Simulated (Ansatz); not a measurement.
# SiSCl3 radical: up Jacob's ladder to CCSD(T)

An exercise on one series of results from a longer session: the logs are not shown, and one member is left open.

Program: Ansatz 0.2.0, Gaussian basis. Level of theory: functionals in def2-TZVPP, the program's frozen cores in correlated methods. These are calculated values, not measurements.

The runs, in order: LDA (SPW92), PBE-D4, revPBE-D4, BLYP-D4, r2SCAN-D4, B97M-V, PBE0-D4, B3LYP-D4, r2SCANh-D4, r2SCAN0-D4, HSE06-D4, BHLYP-D4, CAM-B3LYP-D4, LC-ωPBE, ωB97X-V, ωB97M-V, B2PLYP, PBE-QIDH; CCSD(T)/def2-SVP; CCSD(T)/def2-TZVPP; MP2/def2-QZVPP; extrapolation to the limit; RPA on PBE.

## Structure used throughout

All runs share one geometry, relaxed beforehand with PBE0-D4 in a triple-zeta def2 set.

5 atoms, charge 0, spin multiplicity 2.

Atoms are counted from 1 here; the program's logs count them from 0.

Bond lengths: S1–Si2 2.097 Å, Si2–Cl3 2.032 Å, Si2–Cl4 2.029 Å, Si2–Cl5 2.029 Å. Angles: S1–Si2–Cl3 104.2°, S1–Si2–Cl4 112.6°, S1–Si2–Cl5 112.6°, Cl3–Si2–Cl4 110.0°, Cl3–Si2–Cl5 110.0°, Cl4–Si2–Cl5 107.4°.

The first run:

Input file in.yaml:

```yaml
crystal:
  periodic: [false, false, false]
  atoms:
    - {symbol: S, position_ang: [-0.957708, -0.126041, 1.840653]}
    - {symbol: Si, position_ang: [-0.006642, 0.003745, -0.023666]}
    - {symbol: Cl, position_ang: [1.606381, -1.219432, 0.152065]}
    - {symbol: Cl, position_ang: [-1.189584, -0.622665, -1.548791]}
    - {symbol: Cl, position_ang: [0.597453, 1.890794, -0.461662]}
basis:
  gaussian: {orbitals: def2-TZVPP}
magnetization: {spin_polarized: true, initial_magnetization: 1}
hamiltonian: {xc: lda}
output: {orbitals: {seedname: orbitals}}
```

Among the steps run: LDA; PBE-D4 (GGA); revPBE-D4 (GGA); BLYP-D4 (GGA); r2SCAN-D4 (meta-GGA); B97M-V (meta-GGA); PBE0-D4 (hybrid); B3LYP-D4 (hybrid); r2SCANh-D4 (hybrid); r2SCAN0-D4 (hybrid); HSE06-D4 (hybrid); BHLYP-D4 (hybrid); CAM-B3LYP-D4 (range-separated); LC-ωPBE-D4 (range-separated; the results give it without D4); ωB97X-V (range-separated); ωB97M-V (range-separated); B2PLYP (double hybrid); PBE-QIDH (double hybrid).

One table of the session follows, with a row left open; its other results are not shown here.

It belongs to the step «Frontier levels by functional». 

| functional | HOMO (eV) | LUMO (eV) | gap (eV) |
| --- | --- | --- | --- |
| LDA (SPW92) | -6.81 | -6.77 | 0.05 |
| PBE-D4 | -6.73 | -6.32 | 0.40 |
| revPBE-D4 | -6.68 | -6.21 | 0.48 |
| BLYP-D4 | -6.54 | -6.23 | 0.31 |
| r2SCAN-D4 | -7.08 | -6.02 | 1.06 |
| B97M-V | ? | ? | ? |
| PBE0-D4 | -8.07 | -5.27 | 2.80 |
| B3LYP-D4 | -7.79 | -5.61 | 2.18 |
| r2SCANh-D4 | -7.56 | -5.62 | 1.94 |
| r2SCAN0-D4 | -8.28 | -5.02 | 3.26 |
| HSE06-D4 | -7.66 | -5.66 | 2.01 |
| BHLYP-D4 | -9.21 | -4.13 | 5.08 |
| CAM-B3LYP-D4 | -9.42 | -4.14 | 5.28 |
| LC-ωPBE | -10.90 | -2.72 | 8.18 |
| ωB97X-V | -10.49 | -3.19 | 7.30 |
| ωB97M-V | -10.25 | -3.27 | 6.99 |

**Question.** Estimate the row for B97M-V.

**Answer.** HOMO (eV): -7.12; LUMO (eV): -6.17; gap (eV): 0.95. In the column «HOMO (eV)» it lies between r2SCANh-D4 (-7.56) and r2SCAN-D4 (-7.08).
